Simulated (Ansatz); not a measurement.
**Cu+ with HF: superposition error and deformation**

Aim: split the binding of a pair into the counterpoise interaction, the basis-set superposition error and the cost of deforming the fragments.

Program: Ansatz 0.2.0, Gaussian basis. Level of theory: PBE0-D4 structures, single points in def2-TZVPPD. These are calculated values, not measurements.

Levels: PBE-D4, revPBE-D4, BLYP-D4, r2SCAN-D4, B97M-V, PBE0-D4, B3LYP-D4, HSE06-D4, wB97X-V, wB97M-V, B2PLYP, Hartree-Fock, MP2, CCSD, CCSD(T).

Correlated methods freeze the cores. The 3s and 3p shells of Cu and Zn are frozen; filled d shells are correlated. B3LYP uses VWN-RPA correlation. B2PLYP carries no dispersion term here.

129 further runs of the same task are left out: 129 set aside as unsound or not needed.

## (1) The system as given

The relaxed pair: 3 atoms, charge 1, spin multiplicity 1.

Atoms are counted from 1 here; the program's logs count them from 0.

Bond lengths: Cu1–F2 2.043 Å, F2–H3 0.933 Å. Angles: Cu1–F2–H3 139.2°.

As a file:

```xyz
3
CuFH
Cu    0.01090    0.01053   -1.61053
F     0.18360    0.17519    0.41880
H    -0.19450   -0.18582    1.19174
```

Atoms 1 to 1 are fragment A (Cu+), the rest fragment B (HF). From earlier runs, pair energy (eV) and counterpoise interaction (meV):

```
      method       E(pair)  interaction
      PBE-D4  -47358.15807        -1032
   revPBE-D4  -47363.95016         -912
     BLYP-D4  -47369.93465        -1022
   r2SCAN-D4  -47365.84803        -1112
      B97M-V  -47357.08972        -1074
     PBE0-D4  -47358.44044         -957
    B3LYP-D4  -47369.00466         -984
    HSE06-D4  -47358.26581         -954
     wB97X-V  -47362.44361         -945
     wB97M-V  -47364.62502         -943
      B2PLYP  -47358.77954         -925
Hartree-Fock  -47314.57172         -714
         MP2  -47334.40697         -832
     CCSD(T)  -47333.43788         -826
```

First each fragment is run alone in its own basis, frozen in the shape it has in the pair (a, b).

## (2) wB97X-V/def2-TZVPPD

The input, a/in.yaml:

```yaml
crystal:
  periodic: [false, false, false]
  atoms:
    - {symbol: Cu, position_ang: [0.010897, 0.010526, -1.610532]}
basis:
  gaussian: {orbitals: "def2-TZVPPD.json"}
total_charge: 1
hamiltonian: {xc: {name: wB97X-V}}
```

The input, b/in.yaml:

```yaml
crystal:
  periodic: [false, false, false]
  atoms:
    - {symbol: F, position_ang: [0.183602, 0.175190, 0.418796]}
    - {symbol: H, position_ang: [-0.194501, -0.185818, 1.191737]}
basis:
  gaussian: {orbitals: "def2-TZVPPD.json"}
hamiltonian: {xc: {name: wB97X-V}}
```

The basis file named in the input lies beside it (Basis Set Exchange, JSON).

The same command starts each run, in its folder.

Launch:

```sh
$ ansatz run in.yaml --threads 2 --pin off --events-out ev --progress --plain --max-ram 5222MiB
```

Output in a:

```text
Functional definition: wB97X-V
  name "wB97X-V"
  cite "Mardirossian & Head-Gordon, Phys. Chem. Chem. Phys. 16, 9904 (2014) doi:10.1039/C3CP54374A"
  cite "Becke, J. Chem. Phys. 107, 8554 (1997) doi:10.1063/1.475007"
  cite "Vydrov & Van Voorhis, J. Chem. Phys. 133, 244103 (2010) doi:10.1063/1.3521275"
  parameter omega = 0.3/bohr
  parameter cx = 0.167
  parameter cx1 = 0.603
  parameter cx2 = 1.194
  parameter css0 = 0.556
  parameter css1 = -0.257
  parameter cos0 = 1.219
  parameter cos1 = -1.850
  parameter b = 6.0
  parameter c = 0.01
  exchange = spin_sum(e_x_unif_sr(omega)*poly(b97_u_x, 1 - cx, cx1, cx2)) + cx*exact_x_sr(omega) + exact_x_lr(omega)
  correlation = spin_sum(e_c_pw_same_spin*poly(b97_u_same, css0, css1))
      + integral(e_c_pw_opposite_spin*poly(b97_u_opposite, cos0, cos1)) + vv10(b, c)
553 factors; their error is unknown
76 factors; integrals over basis functions are off by at most 9.5e-5 eV
mean field evaluation 1: about -44597.6896 eV, gradient 2.1e2 eV
mean field evaluation 2: about -43801.8782 eV, gradient 6.3e2 eV
mean field evaluation 4: about -44626.8767 eV, gradient 4.0e1 eV
mean field evaluation 8: about -44627.9285 eV, gradient 4.9e-2 eV
mean field evaluation 16: about -44627.9285 eV, gradient 1.9e-6 eV
mean field -44627.92849578 eV, -1640.0461223234 hartree, gradient 1.9e-6 eV, S^2 0.000000; 0 other end points of the search recorded, 0 dependent functions left out
reference -44627.92849419 eV, -1640.0461222651 hartree; 14, 14 occupied and 53, 53 virtual orbitals, 553 factors
Total energy: -44627.92849419 eV, -1640.0461222651 hartree
```

Log of b, shortened:

```text
[... 5 set-up lines as earlier in the session ...]
[...]
      + integral(e_c_pw_opposite_spin*poly(b97_u_opposite, cos0, cos1)) + vv10(b, c)
256 factors; their error is unknown
78 factors; integrals over basis functions are off by at most 2.5e-5 eV
[...]
mean field -2733.56001783 eV, -100.4564777817 hartree, gradient 1.1e-5 eV, S^2 0.000000; 0 other end points of the search recorded, 0 dependent functions left out
reference -2733.56001600 eV, -100.4564777145 hartree; 5, 5 occupied and 52, 52 virtual orbitals, 256 factors
Total energy: -2733.56001600 eV, -100.4564777145 hartree
```

They took 0.55 s (a), 0.3 s (b) on 2 threads of AMD EPYC 9R45, shared host.

## (3) wB97M-V/def2-TZVPPD

Each input of step 2 (a, b) changes in the same lines:

```diff
-hamiltonian: {xc: {name: wB97X-V}}
+hamiltonian: {xc: {name: wB97M-V}}
```

The same command starts each run, in its folder.

Launch:

```sh
$ ansatz run in.yaml --threads 2 --pin off --events-out ev --progress --plain --max-ram 5222MiB
```

Log of a, shortened:

```text
Functional definition: wB97M-V
  name "wB97M-V"
  cite "Mardirossian & Head-Gordon, J. Chem. Phys. 144, 214110 (2016) doi:10.1063/1.4952647"
[... 2 set-up lines as earlier in the session ...]
  # Of w^i u^j: cxij and so on, Table III.
[...]
  gx(w, u) = 1 - cx + cx01*u + cx10*w
  gss(w, u) = css00 + css04*u^4 + css10*w + css20*w^2 + css43*w^4*u^3
  gos(w, u) = cos00 + cos10*w + (cos20 + cos21*u)*w^2 + (cos60 + cos61*u)*w^6
[...]
      + integral(e_c_pw_mod_opposite_spin*gos(b97_w_opposite, b97_u_opposite)) + vv10(b, c)
553 factors; their error is unknown
76 factors; integrals over basis functions are off by at most 9.5e-5 eV
[...]
mean field -44629.92506603 eV, -1640.1194949268 hartree, gradient 5.5e-5 eV, S^2 0.000000; 0 other end points of the search recorded, 0 dependent functions left out
reference -44629.92510447 eV, -1640.1194963396 hartree; 14, 14 occupied and 53, 53 virtual orbitals, 553 factors
Total energy: -44629.92510447 eV, -1640.1194963396 hartree
```

b printed, shortened:

```text
[... 5 set-up lines as earlier in the session ...]
  # Of w^i u^j: cxij and so on, Table III.
[...]
  gx(w, u) = 1 - cx + cx01*u + cx10*w
  gss(w, u) = css00 + css04*u^4 + css10*w + css20*w^2 + css43*w^4*u^3
  gos(w, u) = cos00 + cos10*w + (cos20 + cos21*u)*w^2 + (cos60 + cos61*u)*w^6
[...]
      + integral(e_c_pw_mod_opposite_spin*gos(b97_w_opposite, b97_u_opposite)) + vv10(b, c)
256 factors; their error is unknown
78 factors; integrals over basis functions are off by at most 2.5e-5 eV
[...]
mean field -2733.74742736 eV, -100.4633649551 hartree, gradient 6.5e-5 eV, S^2 0.000000; 0 other end points of the search recorded, 0 dependent functions left out
reference -2733.74747213 eV, -100.4633666002 hartree; 5, 5 occupied and 52, 52 virtual orbitals, 256 factors
Total energy: -2733.74747213 eV, -100.4633666002 hartree
```

Wall times: 0.6 s (a), 0.25 s (b) on 2 threads of AMD EPYC 9R45, shared host.

## (4) B2PLYP/def2-TZVPPD

Edit a/in.yaml of step 3 so:

```diff
@@ -7,2 +7,3 @@
 total_charge: 1
-hamiltonian: {xc: {name: wB97M-V}}
+hamiltonian: {xc: {name: B2PLYP}}
+correlation: {frozen_orbitals: {Cu: 9}}
```

Edit b/in.yaml of step 3 so:

```diff
@@ -7,2 +7,2 @@
   gaussian: {orbitals: "def2-TZVPPD.json"}
-hamiltonian: {xc: {name: wB97M-V}}
+hamiltonian: {xc: {name: B2PLYP}}
```

One command serves all of them, each in its own folder.

Launch:

```sh
$ ansatz run in.yaml --threads 2 --pin off --events-out ev --progress --plain --max-ram 5222MiB
```

Output in a, shortened:

```text
Functional definition: B2PLYP
  name "B2PLYP"
  cite "Grimme, J. Chem. Phys. 124, 034108 (2006) doi:10.1063/1.2148954"
  cite "Becke, Phys. Rev. A 38, 3098 (1988) doi:10.1103/PhysRevA.38.3098"
  cite "Lee, Yang & Parr, Phys. Rev. B 37, 785 (1988) doi:10.1103/PhysRevB.37.785"
[...]
466 factors; integrals over basis functions are off by at most 1.4e-4 eV
[...]
mean field -44620.83074562 eV, -1639.7852848161 hartree, gradient 3.5e-6 eV, S^2 0.000000; 0 other end points of the search recorded, 0 dependent functions left out
9 core orbitals not correlated: weight in the atoms' cores, before any rotation towards them, 1.000 or more for the frozen orbitals, at most 0.000 for the correlated occupied ones
reference -44620.83084023 eV, -1639.7852882931 hartree; 5, 5 occupied and 53, 53 virtual orbitals, 466 factors
second order -14.37753326 eV of doubles, -0.00000000 eV of singles
Total energy: -44624.71277421 eV, -1639.9279467357 hartree
```

b printed, shortened:

```text
[... 5 set-up lines as earlier in the session ...]
[...]
354 factors; integrals over basis functions are off by at most 1.2e-3 eV
[...]
mean field -2730.76043195 eV, -100.3535948981 hartree, gradient 3.4e-6 eV, S^2 0.000000; 0 other end points of the search recorded, 0 dependent functions left out
1 core orbitals not correlated: weight in the atoms' cores, before any rotation towards them, 1.000 or more for the frozen orbitals, at most 0.000 for the correlated occupied ones
reference -2730.76053800 eV, -100.3535987956 hartree; 4, 4 occupied and 52, 52 virtual orbitals, 354 factors
second order -8.73894503 eV of doubles, -0.00000000 eV of singles
Total energy: -2733.12005316 eV, -100.4403093784 hartree
```

They took 0.45 s (a), 0.15 s (b) on 2 threads of AMD EPYC 9R45, shared host.

## (5) B97M-V/def2-TZVPPD

Edit a/in.yaml of step 4 so:

```diff
@@ -7,3 +7,2 @@
 total_charge: 1
-hamiltonian: {xc: {name: B2PLYP}}
-correlation: {frozen_orbitals: {Cu: 9}}
+hamiltonian: {xc: {name: B97M-V}}
```

Edit b/in.yaml of step 4 so:

```diff
@@ -7,2 +7,2 @@
   gaussian: {orbitals: "def2-TZVPPD.json"}
-hamiltonian: {xc: {name: B2PLYP}}
+hamiltonian: {xc: {name: B97M-V}}
```

One command serves all of them, each in its own folder.

Launch:

```sh
$ ansatz run in.yaml --threads 2 --pin off --events-out ev --progress --plain --max-ram 5222MiB
```

Output in a, shortened:

```text
Functional definition: B97M-V
  name "B97M-V"
  cite "Mardirossian & Head-Gordon, J. Chem. Phys. 142, 074111 (2015) doi:10.1063/1.4907719"
[... 2 set-up lines as earlier in the session ...]
  # Of w^i u^j: cxij and so on, Table III.
[...]
  gx(w, u) = cx00 + cx01*u + cx02*u^2 + (cx10 + cx11*u)*w
  gss(w, u) = css00 + css02*u^2 + css10*w + (css32*w^3 + css42*w^4)*u^2
  gos(w, u) = cos00 + cos01*u + cos03*u^3 + cos10*w + cos32*w^3*u^2
[...]
      + integral(e_c_pw_mod_opposite_spin*gos(b97_w_opposite, b97_u_opposite)) + vv10(b, c)
509 factors; their error is unknown
[...]
mean field -44622.55542175 eV, -1639.8486654948 hartree, gradient 5.7e-5 eV, S^2 0.000000; 0 other end points of the search recorded, 0 dependent functions left out
reference -44622.55546930 eV, -1639.8486672424 hartree; 14, 14 occupied and 53, 53 virtual orbitals, 509 factors
Total energy: -44622.55546930 eV, -1639.8486672424 hartree
```

b printed, shortened:

```text
[... 5 set-up lines as earlier in the session ...]
  # Of w^i u^j: cxij and so on, Table III.
[...]
  gx(w, u) = cx00 + cx01*u + cx02*u^2 + (cx10 + cx11*u)*w
  gss(w, u) = css00 + css02*u^2 + css10*w + (css32*w^3 + css42*w^4)*u^2
  gos(w, u) = cos00 + cos01*u + cos03*u^3 + cos10*w + cos32*w^3*u^2
[...]
      + integral(e_c_pw_mod_opposite_spin*gos(b97_w_opposite, b97_u_opposite)) + vv10(b, c)
256 factors; their error is unknown
[...]
mean field -2733.45153448 eV, -100.4524910923 hartree, gradient 3.5e-5 eV, S^2 0.000000; 0 other end points of the search recorded, 0 dependent functions left out
reference -2733.45158924 eV, -100.4524931047 hartree; 5, 5 occupied and 52, 52 virtual orbitals, 256 factors
Total energy: -2733.45158924 eV, -100.4524931047 hartree
```

Wall times: 0.55 s (a), 0.25 s (b) on 2 threads of AMD EPYC 9R45, shared host.

## (6) CCSD(T)/def2-TZVPPD

Edit a/in.yaml of step 5 so:

```diff
@@ -7,2 +7,2 @@
 total_charge: 1
-hamiltonian: {xc: {name: B97M-V}}
+correlation: {method: ccsd_t, frozen_orbitals: {Cu: 9}}
```

Edit b/in.yaml of step 5 so:

```diff
@@ -7,2 +7,2 @@
   gaussian: {orbitals: "def2-TZVPPD.json"}
-hamiltonian: {xc: {name: B97M-V}}
+correlation: {method: ccsd_t}
```

The same command starts each run, in its folder.

Launch:

```sh
$ ansatz run in.yaml --threads 2 --pin off --events-out ev --progress --plain --max-ram 5222MiB
```

a printed, shortened:

```text
Functional definition: HF
  name "HF"
  cite "Fock, Z. Phys. 61, 126 (1930) doi:10.1007/BF01340294"
  parent pbe
[...]
466 factors; integrals over basis functions are off by at most 1.4e-4 eV
[...]
mean field -44590.93228105 eV, -1638.6865365090 hartree, gradient 7.8e-7 eV, S^2 0.000000; 0 other end points of the search recorded, 0 dependent functions left out
9 core orbitals not correlated: weight in the atoms' cores, before any rotation towards them, 1.000 or more for the frozen orbitals, at most 0.000 for the correlated occupied ones
reference -44590.93228105 eV, -1638.6865365090 hartree; 5, 5 occupied and 53, 53 virtual orbitals, 466 factors
second order -12.23242520 eV of doubles, -0.00000000 eV of singles
cycle   1  -10.14848895 eV  change     2.1e0 eV  update   1.1e-1
[...]
cycle   9  -10.67504323 eV  change    9.7e-6 eV  update   1.2e-6
perturbative correction -0.35026659 eV, -0.0128720598 hartree
Total energy: -44601.95759086 eV, -1639.0917091716 hartree
```

Log of b, shortened:

```text
[... 4 set-up lines as earlier in the session ...]
[...]
354 factors; integrals over basis functions are off by at most 1.2e-3 eV
[...]
mean field -2722.91620286 eV, -100.0653247962 hartree, gradient 1.7e-6 eV, S^2 0.000000; 0 other end points of the search recorded, 0 dependent functions left out
1 core orbitals not correlated: weight in the atoms' cores, before any rotation towards them, 1.000 or more for the frozen orbitals, at most 0.000 for the correlated occupied ones
reference -2722.91620286 eV, -100.0653247962 hartree; 4, 4 occupied and 52, 52 virtual orbitals, 354 factors
second order -7.45279797 eV of doubles, -0.00000000 eV of singles
cycle   1  -7.35521559 eV  change    9.8e-2 eV  update   4.8e-2
[...]
cycle   9  -7.50464288 eV  change    2.1e-6 eV  update   1.5e-6
perturbative correction -0.18688436 eV, -0.0068678737 hartree
Total energy: -2730.60773010 eV, -100.3479832089 hartree
```

They took 0.55 s (a), 0.2 s (b) on 2 threads of AMD EPYC 9R45, shared host.

## (7) Relaxing HF alone

The input, relax-b/in.yaml:

```yaml
crystal:
  periodic: [false, false, false]
  atoms:
    - {symbol: F, position_ang: [0.183602, 0.175190, 0.418796]}
    - {symbol: H, position_ang: [-0.194501, -0.185818, 1.191737]}
basis:
  gaussian: {orbitals: def2-TZVP}
hamiltonian: {xc: pbe0, dispersion: d4}
relax: {f_tol: 0.005, max_steps: 200}
```

Launch:

```sh
$ ansatz run in.yaml --threads 2 --pin off --events-out ev --progress --plain --max-ram 5222MiB
```

Output, shortened:

```text
Functional definition: PBE0
  name "PBE0"
  cite "Adamo & Barone, J. Chem. Phys. 110, 6158 (1999) doi:10.1063/1.478522"
  cite "Perdew, Burke & Ernzerhof, Phys. Rev. Lett. 77, 3865 (1996) doi:10.1103/PhysRevLett.77.3865"
[... 1 set-up line as earlier in the session ...]
[...]
200 factors; their error is unknown
[...]
mean field -2731.79666796 eV, -100.3916758694 hartree, gradient 6.9e-6 eV, S^2 0.000000; 0 other end points of the search recorded, 0 dependent functions left out
[...]
reference -2731.79667659 eV, -100.3916761865 hartree; 5, 5 occupied and 32, 32 virtual orbitals, 200 factors
relax step   1: F+E_penalty+E_count = -2731.79818554 eV  Δ(F+E_penalty+E_count) = +0.000e0 eV  max|allowed force component| = 6.271e-1 eV/Å  Δτ_max = 0.0000 Å  (21 SCF iters, accepted)
[...]
relax step   2: F+E_penalty+E_count = -2731.80299014 eV  Δ(F+E_penalty+E_count) = -4.805e-3 eV  max|allowed force component| = 1.354e-1 eV/Å  Δτ_max = 0.0052 Å  (25 SCF iters, accepted)
[...]
relax step   3: F+E_penalty+E_count = -2731.80321300 eV  Δ(F+E_penalty+E_count) = -2.229e-4 eV  max|allowed force component| = 4.688e-3 eV/Å  Δτ_max = 0.0014 Å  (25 SCF iters, accepted)
200 factors; their error is unknown
[...]
mean field -2731.80169973 eV, -100.3918607835 hartree, gradient 2.5e-5 eV, S^2 0.000000; 1 other end points of the search recorded, 0 dependent functions left out
[...]
reference -2731.80170817 eV, -100.3918610936 hartree; 5, 5 occupied and 32, 32 virtual orbitals, 200 factors
Total energy: -2731.80322143 eV, -100.3919167049 hartree
Atom 0 at     0.180934     0.172643     0.424249 Å, force     0.002293     0.002190    -0.004688 eV/Å
Atom 1 at    -0.191833    -0.183271     1.186284 Å, force    -0.002293    -0.002190     0.004688 eV/Å
Dipole moment:    -0.162402    -0.155059     0.331991 e Å
```

Run time: 0.35 s. Hardware: 2 threads of AMD EPYC 9R45, shared host.

Relaxation path:

```
step  energy from step 1 (eV)  largest force component (eV/Å)
   1                   0.0000                          0.6271
   2                  -0.0048                          0.1354
   3                  -0.0050                          0.0047
```

The bond:

```
 bond  before (Å)  after (Å)  change (Å)
F1–H2       0.933      0.920      -0.013
```

## (8) PBE-D4/def2-TZVPPD

The input, free-b/in.yaml:

```yaml
crystal:
  periodic: [false, false, false]
  atoms:
    - {symbol: F, position_ang: [0.180934, 0.172643, 0.424249]}
    - {symbol: H, position_ang: [-0.191833, -0.183271, 1.186284]}
basis:
  gaussian: {orbitals: "def2-TZVPPD.json"}
hamiltonian: {xc: pbe, dispersion: d4}
```

Launch:

```sh
$ ansatz run in.yaml --threads 2 --pin off --events-out ev --progress --plain --max-ram 5222MiB
```

Output:

```text
Functional definition: PBE
  name "PBE"
[... 2 set-up lines as earlier in the session ...]
  parameter kappa = 0.804
  parameter beta = 0.06672455060314922
  exchange = pbe_x(kappa = kappa, mu = beta*pi^2/3)
  correlation = pbe_c(beta = beta)
256 factors; their error is unknown
mean field evaluation 1: about -2730.2437 eV, gradient 3.5e1 eV
mean field evaluation 2: about -2724.0992 eV, gradient 7.5e1 eV
mean field evaluation 4: about -2731.9304 eV, gradient 4.9e-1 eV
mean field evaluation 8: about -2731.9296 eV, gradient 1.2e-1 eV
mean field -2731.92957736 eV, -100.3965601996 hartree, gradient 3.7e-5 eV, S^2 0.000000; 0 other end points of the search recorded, 0 dependent functions left out
reference -2731.92961507 eV, -100.3965615855 hartree; 5, 5 occupied and 52, 52 virtual orbitals, 256 factors
Total energy: -2731.93150892 eV, -100.3966311832 hartree
```

Wall time 0.1 s (2 threads of AMD EPYC 9R45, shared host).

## (9) r2SCAN-D4/def2-TZVPPD

Edit free-b/in.yaml of step 8 so:

```diff
@@ -7,2 +7,2 @@
   gaussian: {orbitals: "def2-TZVPPD.json"}
-hamiltonian: {xc: pbe, dispersion: d4}
+hamiltonian: {xc: r2scan, dispersion: d4}
```

Launch:

```sh
$ ansatz run in.yaml --threads 2 --pin off --events-out ev --progress --plain --max-ram 5222MiB
```

Output:

```text
Functional definition: r2SCAN
  name "r2SCAN"
  cite "Furness, Kaplan, Ning, Perdew & Sun, J. Phys. Chem. Lett. 11, 8208 (2020) doi:10.1021/acs.jpclett.0c02405"
  cite "Furness, Kaplan, Ning, Perdew & Sun, J. Phys. Chem. Lett. 11, 9248 (2020) doi:10.1021/acs.jpclett.0c03077"
  parent r2scan
  parameter k0 = 0.174
  parameter k1 = 0.065
  parameter a1 = 4.9479
  exchange = r2scan_x(k0 = k0, k1 = k1, a1 = a1)
  correlation = r2scan_c
256 factors; their error is unknown
mean field evaluation 1: about -2731.8203 eV, gradient 3.4e1 eV
mean field evaluation 2: about -2728.6349 eV, gradient 5.9e1 eV
mean field evaluation 4: about -2733.3503 eV, gradient 3.6e-1 eV
mean field evaluation 8: about -2733.3494 eV, gradient 1.2e-3 eV
mean field -2733.34937045 eV, -100.4487366332 hartree, gradient 7.1e-6 eV, S^2 0.000000; 0 other end points of the search recorded, 0 dependent functions left out
reference -2733.34938354 eV, -100.4487371145 hartree; 5, 5 occupied and 52, 52 virtual orbitals, 256 factors
Total energy: -2733.34984107 eV, -100.4487539283 hartree
```

Run time: 0.25 s. Hardware: 2 threads of AMD EPYC 9R45, shared host.

## (10) PBE0-D4/def2-TZVPPD

Edit free-b/in.yaml of step 9 so:

```diff
@@ -7,2 +7,3 @@
   gaussian: {orbitals: "def2-TZVPPD.json"}
-hamiltonian: {xc: r2scan, dispersion: d4}
+hamiltonian: {xc: pbe0, dispersion: d4}
+output: {orbitals: {seedname: orbitals}}
```

Launch:

```sh
$ ansatz run in.yaml --threads 2 --pin off --events-out ev --progress --plain --max-ram 5222MiB
```

Output, shortened:

```text
[... 5 set-up lines as earlier in the session ...]
  parameter a = 0.25
[... 2 set-up lines as earlier in the session ...]
  exchange = (1 - a)*pbe_x(kappa = kappa, mu = beta*pi^2/3) + a*exact_x
[... 1 set-up line as earlier in the session ...]
256 factors; their error is unknown
mean field evaluation 1: about -2730.5267 eV, gradient 3.2e1 eV
mean field evaluation 2: about -2728.8044 eV, gradient 4.9e1 eV
mean field evaluation 4: about -2731.9118 eV, gradient 1.4e-1 eV
mean field evaluation 8: about -2731.9214 eV, gradient 9.0e-3 eV
mean field -2731.92137169 eV, -100.3962586469 hartree, gradient 2.9e-5 eV, S^2 0.000000; 0 other end points of the search recorded, 0 dependent functions left out
reference -2731.92139982 eV, -100.3962596806 hartree; 5, 5 occupied and 52, 52 virtual orbitals, 256 factors
Total energy: -2731.92291309 eV, -100.3963152920 hartree
```

It took 0.1 s on 2 threads of AMD EPYC 9R45, shared host.

## (11) B3LYP-D4/def2-TZVPPD

Edit free-b/in.yaml of step 10 so:

```diff
@@ -7,3 +7,2 @@
   gaussian: {orbitals: "def2-TZVPPD.json"}
-hamiltonian: {xc: pbe0, dispersion: d4}
-output: {orbitals: {seedname: orbitals}}
+hamiltonian: {xc: {name: B3LYP}, dispersion: d4}
```

Launch:

```sh
$ ansatz run in.yaml --threads 2 --pin off --events-out ev --progress --plain --max-ram 5222MiB
```

Output:

```text
Functional definition: B3LYP
  name "B3LYP"
  cite "Stephens, Devlin, Chabalowski & Frisch, J. Phys. Chem. 98, 11623 (1994) doi:10.1021/j100096a001"
[... 2 set-up lines as earlier in the session ...]
  cite "Vosko, Wilk & Nusair, Can. J. Phys. 58, 1200 (1980) doi:10.1139/p80-159"
  parameter a0 = 0.2
  parameter ax = 0.72
  parameter ac = 0.81
  exchange = (1 - a0 - ax)*slater_x + ax*b88_x + a0*exact_x
  correlation = (1 - ac)*vwn_rpa_c + ac*lyp_c
256 factors; their error is unknown
mean field evaluation 1: about -2733.0324 eV, gradient 3.4e1 eV
mean field evaluation 2: about -2730.2168 eV, gradient 5.8e1 eV
mean field evaluation 4: about -2734.6060 eV, gradient 1.8e-1 eV
mean field evaluation 8: about -2734.6134 eV, gradient 7.0e-4 eV
mean field -2734.61341069 eV, -100.4951892553 hartree, gradient 8.3e-5 eV, S^2 0.000000; 0 other end points of the search recorded, 0 dependent functions left out
reference -2734.61358596 eV, -100.4951956963 hartree; 5, 5 occupied and 52, 52 virtual orbitals, 256 factors
Total energy: -2734.61657561 eV, -100.4953055641 hartree
```

Wall time 0.15 s (2 threads of AMD EPYC 9R45, shared host).

(Part 1 of 2 ends here.)
